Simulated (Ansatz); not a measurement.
Working through a ladder of methods at one geometry of CH4OSe, SMILES OC[SeH]

Computed with the Ansatz DFT code, driven from Python.

The cells in order, each with its output:

In [1]:
```python
from pathlib import Path

import ansatz as az
from ase import Atoms
import numpy as np
```

In [2]:
```python
BASIS = "def2-SVP"
```

In [3]:
```python
atoms = Atoms(["O", "C", "Se", "H", "H", "H", "H"], positions=[
    [-1.1551, 0.4192, -0.7853],
    [-0.1624, 0.3102, 0.1199],
    [1.1481, -0.9077, -0.6035],
    [-1.6087, -0.3939, -0.8196],
    [-0.5429, -0.0797, 1.0724],
    [0.3147, 1.3169, 0.2946],
    [2.0676, -0.7331, 0.6759],
])
molecule = az.Crystal.molecule_from_ase(atoms)
```

In [4]:
```python
setup = molecule.calculation().basis(gaussian=BASIS)
```

In [5]:
```python
print("functional    E (Ha)        dipole (D)   HOMO (eV)  LUMO (eV)")
for name in ["hse06", "blyp", "hf", "pbe0", "b3lyp", "lda"]:
    data = setup.functional(name).forces().orbitals().run(threads=1, pin="off", runs_dir="runs").report
    lines = Path(data["orbitals_path"]).read_text().splitlines()
    field_of = lambda key: [line.split("=")[1].strip() for line in lines if line.startswith(key)]
    orbitals = [(27.211386 * float(e), s, float(n)) for e, s, n in zip(field_of("Ene="), field_of("Spin="), field_of("Occup="))]
    homo = max(e for e, _, n in orbitals if n > 0.5)
    lumo = min(e for e, _, n in orbitals if n < 0.5)
    dipole = 4.803205 * np.linalg.norm(data["charge_distribution"]["dipole_moment_e_ang"])
    print(f"{name:10s} {data['free_energy_ev'] / 27.211386246:14.6f} {dipole:9.3f} {homo:11.3f} {lumo:10.3f}")
```
```text
functional    E (Ha)        dipole (D)   HOMO (eV)  LUMO (eV)
hse06        -2516.462110     1.700      -6.014     -0.691
blyp         -2516.868188     1.534      -4.952     -1.086
hf           -2514.482874     1.835      -9.211      3.093
pbe0         -2516.464563     1.700      -6.415     -0.308
b3lyp        -2516.911360     1.612      -6.132     -0.542
lda          -2512.528762     1.689      -5.224     -1.335
```

The settings weren't tested for convergence. The geometry is a force-field or estimated start, not a minimum of this method, and the basis set is short of its limit. A lower total doesn't mark the better method: functionals have no common bound, and MP2 and coupled cluster aren't variational. b3lyp holds the VWN-RPA fit, as in Gaussian; the form of ORCA and Turbomole is b3lyp5. Levels such as HOMO and LUMO are orbital energies: with these approximate functionals they aren't the ionisation energy and electron affinity, and their gap isn't the fundamental gap. hse06 follows the composition of plane-wave codes, whose totals differ by tens of mHa, up to about 0.1 Ha, from the form usual in Gaussian-basis programs (wpbeh). Hardware and time: 21 s on 1 thread of Arm Neoverse N1, with other jobs on the host, peak memory 0.23 GiB.
